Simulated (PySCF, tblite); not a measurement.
# C6H12Si: geometry, infrared bands and NMR shifts

Aim: predict the infrared bands and NMR shifts of C6H12Si (`C#C[C@H](C)C[SiH2]C`).

Computed with tblite 0.8.0 and PySCF 2.14.0, with density-fitted response routines of our own, on a single molecule in the gas phase. Atoms are numbered from 0 throughout.

### Step 1. The starting structure

19 atoms, charge 0, multiplicity 1; geometry from: force field or distance geometry start.

Bonds of the start (Å): C0–C1 1.21, C1–C2 1.48, C2–C3 1.53, C2–C4 1.51, C4–Si5 1.86, Si5–C6 1.87, C0–H7 1.07, C2–H8 1.10, C3–H9 1.14, C3–H10 1.09, C3–H11 1.12, C4–H12 1.11, C4–H13 1.14, Si5–H14 1.48, Si5–H15 1.47, C6–H16 1.10, C6–H17 1.10, C6–H18 1.10.

### Step 2. Optimising the geometry with GFN2-xTB

The job: settings as JSON, then the geometry in Å.

```
{"job": {"kind": "relax", "xc": "GFN2-xTB", "basis": "xTB"}, "charge": 0, "multiplicity": 1}
C     -1.771600     1.938000     1.344900
C     -1.497200     1.071000     0.548200
C     -1.112800    -0.007400    -0.391900
C     -2.347800    -0.890400    -0.580600
C      0.019500    -0.765200     0.265100
Si     1.422300     0.417500     0.541700
C      3.094400    -0.256600     0.031600
H     -2.042100     2.703500     2.042700
H     -0.768700     0.428600    -1.342300
H     -2.611200    -1.360600     0.421900
H     -2.207900    -1.615600    -1.382000
H     -3.208100    -0.200200    -0.782200
H     -0.326500    -1.217000     1.214800
H      0.327800    -1.597400    -0.443000
H      1.443700     0.771800     1.982900
H      1.194900     1.591200    -0.305900
H      3.188600    -0.355900    -1.056100
H      3.820000     0.521300     0.326200
H      3.372800    -1.167300     0.586700
```

Started as:

```
OMP_NUM_THREADS=1 python probes_run.py task.json out
```

One launch serves the whole session: the jobs run in the order shown.

**Question.** This job is followed by: GFN2-xTB harmonic vibrations, gas phase; GIAO PBE0/pcSseg-1 NMR shielding, non-relativistic, gas phase. Predict these results of the whole session: strongest single infrared mode (GFN2-xTB); zero-point energy (GFN2-xTB); 13C shifts against TMS (PBE0/pcSseg-1); 1H shifts against TMS (PBE0/pcSseg-1, means over atoms taken as alike); 29Si shifts against TMS (PBE0/pcSseg-1); surface potential, 1st and 99th percentile.

**Answer**, as computed:

| quantity | value |
| --- | --- |
| strongest single infrared mode (GFN2-xTB) | 2195 cm⁻¹, 357 km/mol |
| zero-point energy (GFN2-xTB) | 96.8 kcal/mol |
| 13C shifts against TMS (PBE0/pcSseg-1) | 94.3, 77.0, 29.3, 25.6, 24.6, -7.0 ppm |
| 1H shifts against TMS (PBE0/pcSseg-1, means over atoms taken as alike) | 4.54, 4.12, 2.42, 1.58, 1.36, 0.88, 0.75, 0.10 ppm |
| 29Si shifts against TMS (PBE0/pcSseg-1) | -42.0 ppm |
| surface potential, 1st and 99th percentile | -0.89 V and 1.17 V |

In words: The optimisation took 145 steps and gained 0.385 eV; among the close pairs (by a distance rule), C3–H9 changed most, from 1.138 to 1.088 Å. All 51 modes are real, so the xTB geometry is a minimum. The strongest single mode, at 2195 cm⁻¹, moves mainly H15. GFN2-xTB is a fitted tight-binding method: band positions and strengths are rough. Its intensities can rank the bands wrongly. At PBE0/pcSseg-1: Shielding is most anisotropic at C1 (span 310 ppm, paramagnetic term -173 ppm).
